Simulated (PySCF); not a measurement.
**Be+: excitation energies in dyall-acv3z**

Aim: the excitation energy of beryllium from differences of total energies, at each level of theory, and how far each lands from the tabulated value where there is one.

Method: unrestricted determinants in a Gaussian basis, no spin-orbit coupling in the energies. Code: PySCF 2.14.0.

**1. The system**

* Element: beryllium (Z = 4)
* Basis: dyall-acv3z
* Hamiltonian: the spin-free X2C one-electron Hamiltonian (Gaussian nucleus)
* State 1: Be+: [He] 2p1, 2P determinant (an excited configuration)
* State 2: Be+: [He] 3d1, 2D determinant (an excited configuration)
* Needed too, but not shown: Be+ [He] 2s1 (2S)
* Methods: CCSD(T)
* Core shells frozen in the correlated runs: valence and next inner shell: nothing (for Be+)

Outer shells as boxes (Hund's rule):

Be+ [He] 2p1
```
[He] core
2p [↑ ][  ][  ]
```

Be+ [He] 3d1
```
[He] core
3d [↑ ][  ][  ][  ][  ]
```

One driver process ran all states and methods and kept the integrals in memory. Each run is shown as a PySCF script that sums up its settings (the driver passes frozen orbitals as a list and adds second-order terms of double hybrids); the logs are those of the runs themselves. The driver starts from symmetry-adapted Hartree-Fock orbitals, holds the occupation by maximum overlap and uses a logarithmic radial grid for functionals, so a plain start would take other cycles.

The integrals over 76 functions and the set-up took 0.28 s of CPU time.

**2. Be+ [He] 2p1, at CCSD(T) (valence and next inner shell)**

#### CCSD(T) (valence and next inner shell)

The input, input.py:

```python
from pyscf import gto, scf, dft, mp, cc
import basis_set_exchange as bse
mol = gto.M(atom="Be 0 0 0", charge=1, spin=1, symmetry="D2h",
            basis=gto.basis.parse(bse.get_basis("dyall-acv3z", elements=["Be"], fmt="nwchem")),
            nucmod="G")
mf = scf.UHF(mol).sfx2c1e()
mf.irrep_nelec = {'Ag': (1, 1), 'B2u': (1, 0)}
mf.kernel()
mycc = cc.CCSD(mf, frozen=[[71, 72, 73, 74, 75], [71, 72, 73, 74, 75]]).run()
mycc.ccsd_t()
```

The program printed:

```text
CC2 = 0
CCSD nocc = (np.int64(2), np.int64(1)), nmo = (71, 71)
frozen orbitals [[71, 72, 73, 74, 75], [71, 72, 73, 74, 75]]
max_cycle = 100
direct = 0
conv_tol = 1e-08
conv_tol_normt = 1e-06
diis_space = 8
diis_start_cycle = 0
Init t2, MP2 energy = -0.0411906701619165
Init E_corr(UCCSD) = -0.0411906701715119
cycle = 1  E_corr(UCCSD) = -0.0443259783594463  dE = -0.00313530819  norm(t1,t2) = 0.00550438
cycle = 2  E_corr(UCCSD) = -0.0446844262601784  dE = -0.000358447901  norm(t1,t2) = 0.00175184
cycle = 3  E_corr(UCCSD) = -0.0447659436340021  dE = -8.15173738e-05  norm(t1,t2) = 0.00075116
cycle = 4  E_corr(UCCSD) = -0.044744137605581  dE = 2.18060284e-05  norm(t1,t2) = 7.6082e-05
cycle = 5  E_corr(UCCSD) = -0.0447451891442113  dE = -1.05153863e-06  norm(t1,t2) = 7.13432e-06
cycle = 6  E_corr(UCCSD) = -0.0447451858261929  dE = 3.31801839e-09  norm(t1,t2) = 5.60323e-07
UCCSD converged
E(UCCSD) = -14.17806445282176  E_corr = -0.04474518582619291
UCCSD(T) correction = -2.75933669486208e-05
```

CPU time 10 s on a shared host, the integrals not counted.

CCSD correlation -0.04475 hartree, triples -0.00003; total -14.178092. T1 = 0.002, largest double amplitude 0.009.

**3. Be+ [He] 3d1, at CCSD(T) (valence and next inner shell)**

#### CCSD(T) (valence and next inner shell)

Changes to input.py since step 2:

```diff
@@ -6,3 +6,3 @@
 mf = scf.UHF(mol).sfx2c1e()
-mf.irrep_nelec = {'Ag': (1, 1), 'B2u': (1, 0)}
+mf.irrep_nelec = {'Ag': (1, 1), 'B1g': (1, 0)}
 mf.kernel()
```

The program printed:

```text
CC2 = 0
CCSD nocc = (np.int64(2), np.int64(1)), nmo = (71, 71)
frozen orbitals [[71, 72, 73, 74, 75], [71, 72, 73, 74, 75]]
max_cycle = 100
direct = 0
conv_tol = 1e-08
conv_tol_normt = 1e-06
diis_space = 8
diis_start_cycle = 0
Init t2, MP2 energy = -0.0388162479056271
Init E_corr(UCCSD) = -0.0388162479113395
cycle = 1  E_corr(UCCSD) = -0.0416739507915703  dE = -0.00285770288  norm(t1,t2) = 0.00389798
cycle = 2  E_corr(UCCSD) = -0.0419824733094672  dE = -0.000308522518  norm(t1,t2) = 0.000582334
cycle = 3  E_corr(UCCSD) = -0.0420287233621108  dE = -4.62500526e-05  norm(t1,t2) = 0.000150418
cycle = 4  E_corr(UCCSD) = -0.0420247713779256  dE = 3.95198419e-06  norm(t1,t2) = 3.34617e-05
cycle = 5  E_corr(UCCSD) = -0.0420249340324785  dE = -1.62654553e-07  norm(t1,t2) = 2.13284e-06
cycle = 6  E_corr(UCCSD) = -0.0420249435028739  dE = -9.47039541e-09  norm(t1,t2) = 9.73306e-08
UCCSD converged
E(UCCSD) = -13.8741805291289  E_corr = -0.04202494350287393
UCCSD(T) correction = -2.2659128233721e-06
```

It used 9.4 s of CPU time after the integrals (shared host).

CCSD correlation -0.04202 hartree, triples 0.00000; total -13.874183. T1 = 0.000, largest double amplitude 0.009.

**4. Differences of total energies**

Excitation energy: Be+ [He] 2s1 (2S) → Be+ [He] 2p1 (2P).

```
                                method  value (eV)  error (eV)
                                   UHF       3.989      +0.030
    MP2 (valence and next inner shell)       3.985      +0.026
SCS-MP2 (valence and next inner shell)       3.997      +0.038
   CCSD (valence and next inner shell)       3.984      +0.024
CCSD(T) (valence and next inner shell)       3.983      +0.024
```

Reference: 3.959 eV (measured; NIST levels, between the centres of gravity of the two terms). Errors of the correlated levels include the incompleteness of this basis.

Excitation energy: Be+ [He] 2s1 (2S) → Be+ [He] 3d1 (2D).

```
                                method  value (eV)  error (eV)
                                   UHF      12.184      +0.027
    MP2 (valence and next inner shell)      12.245      +0.088
SCS-MP2 (valence and next inner shell)      12.238      +0.081
   CCSD (valence and next inner shell)      12.253      +0.095
CCSD(T) (valence and next inner shell)      12.253      +0.096
```

Reference: 12.157 eV (measured; NIST levels, between the centres of gravity of the two terms). Errors of the correlated levels include the incompleteness of this basis.

The differences also use runs on Be+ [He] 2s1 (2S), which are not shown here. The runs at UHF, MP2 (valence and next inner shell) are not shown; their differences are listed all the same.

**5. Results**

```
                         quantity                                                                           value
excitation energy, Be+ → [He] 2p1     UHF 3.989, CCSD(T) (valence and next inner shell) 3.983 eV; reference 3.959
excitation energy, Be+ → [He] 3d1  UHF 12.184, CCSD(T) (valence and next inner shell) 12.253 eV; reference 12.157
```

Each level's miss (mean over 2 differences):

```
                                method  mean absolute miss against the measured values (with the measured fine structure taken into account where it is known) (eV)
                                   UHF                                                                                                                        0.028
    MP2 (valence and next inner shell)                                                                                                                        0.057
SCS-MP2 (valence and next inner shell)                                                                                                                        0.059
   CCSD (valence and next inner shell)                                                                                                                        0.060
CCSD(T) (valence and next inner shell)                                                                                                                        0.060
```

**Reading.** UHF lands nearest to the measured values (mean absolute error over 2 measured values 0.03 eV); CCSD(T) (valence and next inner shell) misses by most (0.06 eV). In a finite basis a lower level can come nearest by cancelling errors. The basis is finite, and no extrapolation was made.
